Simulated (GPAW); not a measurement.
Runs of GPAW 26.7.0 on GeCN2. It takes space group R-3m (No. 166, trigonal). The conventional cell has a = 3.588 Å, b = 3.588 Å, c = 14.766 Å, α = 90.00°, β = 90.00°, γ = 120.00°. Ge (site symmetry -3m) is surrounded by 6 N at 2.40 Å. Around N (site symmetry 3m) lie 1 C at 1.24 Å. Around C (site symmetry -3m) lie 2 N at 1.24 Å. The cell comes from a database or a generator and needn't be the stable form of this composition.

| task | level | potentials or basis | cell | k mesh | cutoff (eV) | band path | band points | convergence | supercell | supercell k mesh | gap on the mesh (eV) | pressure (GPa) | V0 of scaled cells (Å³/atom) | B0 (GPa) | largest force (eV/Å) |
| --- | --- | --- | --- | --- | --- | --- | --- | --- | --- | --- | --- | --- | --- | --- | --- |
| band structure | LDA | the program's PAW data sets (release 1.2.1) made for this functional, pw | as given | 6 × 6 × 6 | 800 | GLB1,BZGX,QFP1Z,LP | 60 | - | - | - | 0.90 | -7.4 | - | - | 0.26 |
| equation of state | PBE | GPAW PAW data sets (gpaw-data 1.2.1), pw | as given | 6 × 6 × 6 | 800 | - | - | - | - | - | - | - | 13.69 | 131 | - |
| band structure | PBEsol | PAW data sets generated in the run's folder for this functional, pw | as given | 6 × 6 × 6 | 800 | GLB1,BZGX,QFP1Z,LP | 60 | - | - | - | 0.93 | -4.1 | - | - | 0.13 |
| single point | TB-mBJ | GPAW PAW data sets for LDA (gpaw-data 1.2.1), pw | as given | 6 × 6 × 6 | 800 | - | - | - | - | - | 1.81 | - | - | - | - |
| band structure | r2SCAN | GPAW PAW data sets (gpaw-data 1.2.1), pw | as given | 6 × 6 × 6 | 800 | GLB1,BZGX,QFP1Z,LP | 60 | - | - | - | 1.15 | -4.1 | - | - | 0.46 |
| phonons | PBE | GPAW PAW data sets (gpaw-data 1.2.1), pw | relaxed | 6 × 6 × 6 | 680 | - | - | density=1e-06 eigenstates=1e-09 | 1 × 1 × 1 | 6 × 6 × 6 | 1.03 | 0.0 | - | - | - |
| equation of state | LDA | the program's PAW data sets (release 1.2.1) made for this functional, pw | as given | 6 × 6 × 6 | 800 | - | - | - | - | - | - | - | 13.03 | (a) | - |
| single point | PBEsol | PAW data sets generated in the run's folder for this functional, pw | as given | 9 × 9 × 9 | 800 | - | - | - | - | - | (b) | -4.1 | - | - | 0.13 |
| band structure | PBE | GPAW PAW data sets (gpaw-data 1.2.1), pw | as given | 6 × 6 × 6 | 800 | GLB1,BZGX,QFP1Z,LP | 60 | - | - | - | 1.05 | (c) | - | - | 0.03 |

Alike in all rows: no spin polarisation; smearing fermi-dirac 0.05 eV.

Q: Estimate the missing entries.

A: (a) 147; (b) 1.01; (c) -0.8.

Caveats: the cell was scaled at fixed shape and fractional positions, which overstates the stiffness of a crystal with free parameters, most of all of layers and chains (some runs); the PAW data sets were made with another functional, which shifts forces and pressure a little (some runs); a model potential gives levels but no total energy (some runs); the cutoff is short for stress and forces, so pressures can be off by a GPa or more (some runs); some modes are imaginary (some runs); the LO-TO splitting is left out (some runs); an odd mesh through Γ misses points on the zone boundary, where band edges often lie (some runs).

A k mesh can miss the band edges, and the runs leave out spin-orbit coupling on Ge.

Not every run made on this cell is shown here.
